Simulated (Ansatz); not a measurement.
# CH6FNOSi: molecular dynamics

The plan is to follow the molecule's vibrations and see whether its bonds hold. The start is relaxed first. Runs: 300 steps of 0.25 fs at constant energy, with velocities drawn for 500 K. SMILES of the start: NC(F)[SiH2]O.

All numbers below are computed with Ansatz 0.2.0 (RKS CAM-B3LYP-D4/6-31G*).

### 1 The starting structure

Bond lengths: N1–C2 1.430 Å, C2–F3 1.335 Å, C2–Si4 1.895 Å, Si4–O5 1.738 Å, N1–H6 1.051 Å, N1–H7 1.059 Å, C2–H8 1.098 Å, Si4–H9 1.520 Å, Si4–H10 1.409 Å, O5–H11 0.990 Å. Angles (14 of 16 angles, heavy atoms first): N1–C2–F3 105.4°, N1–C2–Si4 118.0°, F3–C2–Si4 106.8°, C2–Si4–O5 109.8°, N1–C2–H8 110.1°, F3–C2–H8 107.5°, Si4–C2–H8 108.4°, C2–N1–H6 109.3°, C2–N1–H7 106.6°, C2–Si4–H9 108.6°, C2–Si4–H10 113.9°, O5–Si4–H9 103.2°, O5–Si4–H10 108.6°, Si4–O5–H11 114.2°.

As a file:

```xyz
11

N    -0.7001   -1.0483    1.1818
C     0.5607   -0.6804    0.6162
F     1.2809   -0.2029    1.6336
Si    0.5771    0.6460   -0.7370
O    -0.8015    0.4446   -1.7756
H    -1.4017   -1.1809    0.4112
H    -1.0674   -0.1921    1.6849
H     1.0785   -1.5710    0.2349
H     0.3312    1.9998   -0.0922
H     1.7419    0.6392   -1.5301
H    -1.5341    1.0891   -1.6071
```

### 2 Relaxing the start

The input, input.yaml:

```yaml
crystal:
  periodic: [false, false, false]
  atoms:
    - { symbol: "N", position_ang: [-0.7001, -1.0483, 1.1818] }
    - { symbol: C, position_ang: [0.5607, -0.6804, 0.6162] }
    - { symbol: F, position_ang: [1.2809, -0.2029, 1.6336] }
    - { symbol: Si, position_ang: [0.5771, 0.646, -0.737] }
    - { symbol: O, position_ang: [-0.8015, 0.4446, -1.7756] }
    - { symbol: H, position_ang: [-1.4017, -1.1809, 0.4112] }
    - { symbol: H, position_ang: [-1.0674, -0.1921, 1.6849] }
    - { symbol: H, position_ang: [1.0785, -1.571, 0.2349] }
    - { symbol: H, position_ang: [0.3312, 1.9998, -0.0922] }
    - { symbol: H, position_ang: [1.7419, 0.6392, -1.5301] }
    - { symbol: H, position_ang: [-1.5341, 1.0891, -1.6071] }
basis:
  gaussian: { orbitals: "6-31G*" }
hamiltonian:
  xc: cam_b3lyp
  dispersion: d4
relax:
  f_tol: 0.02
  max_steps: 40
scf:
  lower_state_search: "off"
```

Run with:

```sh
ansatz run input.yaml --threads 2 --pin off --max-ram 3072MiB --backend cpu --events-out ev --progress --plain --runs-dir out
```

After this run come: Dynamics.

**Question.** What will these runs give? Wanted: relaxation of the start; temperature, first and last step; temperature, second half; potential energy, second half; largest change of the total energy; bonds formed or broken.

**Answer**, as computed:

| quantity | value |
| --- | --- |
| relaxation of the start | 27 moves, 0.689 eV lower |
| length | 300 steps of 0.25 fs |
| temperature, first and last step | 500 and 320 K |
| temperature, second half | mean 286 K, from 188 to 357 K |
| potential energy, second half | +23 meV/atom from the start |
| largest change of the total energy | 0.09 meV/atom |
| bonds formed or broken | 0 |

In words: The temperature starts at 500 K and averages 286 K in the second half, where it ranges from 188 to 357 K. About half is expected from a start at a minimum: kinetic energy passes into potential energy until both shares match. The total energy strays from its start by at most 0.09 meV/atom, 0.3 % of the mean kinetic energy, which is good for a step of 0.25 fs. The bonding pattern survives the run. A run of 75 fs with 11 atoms shows the motion but fixes no equilibrium value. The nuclei move classically, without zero-point motion, which matters most for hydrogen.
